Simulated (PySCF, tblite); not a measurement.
# C3H10O3SSi: geometry, infrared bands and NMR shifts

Wanted: the infrared bands and NMR shifts of C3H10O3SSi (`C[Si@@H](O)OC[S@@](C)=O`), by calculation.

The runs use tblite 0.8.0 and PySCF 2.14.0, with density-fitted response routines of our own; the level of theory stands in each step. All values are computed, except where a source is named. Atoms count from 0, in the outputs and in this text.

### 1 Starting geometry

18 atoms, charge 0, multiplicity 1; geometry from: force field or distance geometry start.

Bonds of the start (Å): C0–Si1 1.83, Si1–O2 1.66, Si1–O3 1.67, O3–C4 1.43, C4–S5 1.84, S5–C6 1.81, S5–O7 1.49, C0–H8 1.09, C0–H9 1.11, C0–H10 1.09, Si1–H11 1.49, O2–H12 0.97, C4–H13 1.09, C4–H14 1.09, C6–H15 1.08, C6–H16 1.10, C6–H17 1.09.

### 2 Relaxing the molecule with GFN2-xTB

Job settings and geometry (Å):

```
{"job": {"kind": "relax", "xc": "GFN2-xTB", "basis": "xTB"}, "charge": 0, "multiplicity": 1}
C     -2.625000     1.819100    -0.588500
Si    -1.601300     0.726600     0.469000
O     -1.692200    -0.875800     0.039100
O      0.004100     1.186500     0.468800
C      1.006400     0.214900     0.784200
S      1.680000    -0.487900    -0.775900
C      2.806000    -1.645200     0.040100
O      0.604200    -1.285600    -1.428700
H     -2.304000     1.774900    -1.630600
H     -3.690700     1.525300    -0.547500
H     -2.570700     2.862300    -0.262100
H     -2.071300     0.815300     1.879100
H     -1.136800    -1.131800    -0.707400
H      1.833800     0.734900     1.277200
H      0.651700    -0.578600     1.436500
H      3.323800    -2.225500    -0.710400
H      2.238400    -2.323400     0.688100
H      3.534700    -1.099700     0.637400
```

Started as:

```bash
> OMP_NUM_THREADS=1 python probes_run.py task.json out
```

This one command runs all jobs of the session in turn.

**Question.** This job is followed by: GFN2-xTB harmonic vibrations, gas phase; GIAO PBE0/pcSseg-1 NMR shielding, non-relativistic, gas phase. Predict these results of the whole session: strongest single infrared mode (GFN2-xTB); zero-point energy (GFN2-xTB); ¹³C shifts against TMS (PBE0/pcSseg-1); ¹H shifts against TMS (PBE0/pcSseg-1, means over atoms taken as alike); ²⁹Si shifts against TMS (PBE0/pcSseg-1); ¹⁷O shifts against H2O (PBE0/pcSseg-1); ³³S shifts against CS2 (PBE0/pcSseg-1); surface potential, 1st and 99th percentile.

The runs gave:

```
                                                              quantity                                   value
                             strongest single infrared mode (GFN2-xTB)                    951 cm⁻¹, 540 km/mol
                                          zero-point energy (GFN2-xTB)                           82.8 kcal/mol
                                ¹³C shifts against TMS (PBE0/pcSseg-1)                    97.5, 38.8, -1.0 ppm
¹H shifts against TMS (PBE0/pcSseg-1, means over atoms taken as alike)  5.72, 5.07, 4.99, 4.68, 2.24, 0.04 ppm
                               ²⁹Si shifts against TMS (PBE0/pcSseg-1)                               -14.1 ppm
                                ¹⁷O shifts against H2O (PBE0/pcSseg-1)                    81.4, 77.4, 39.1 ppm
                                ³³S shifts against CS2 (PBE0/pcSseg-1)                                 317 ppm
                                 surface potential, 1st and 99th percentile                      -1.77 V and 1.66 V
```

In words: The optimisation took 179 steps and gained 0.304 eV; among the close pairs (by a distance rule), O3–C4 changed most, from 1.431 to 1.365 Å. No mode is imaginary among the 48: a minimum at this level. The strongest single mode, at 951 cm⁻¹, moves mainly H12. GFN2-xTB is a fitted tight-binding method: band positions and strengths are rough. Its intensities can rank the bands wrongly.
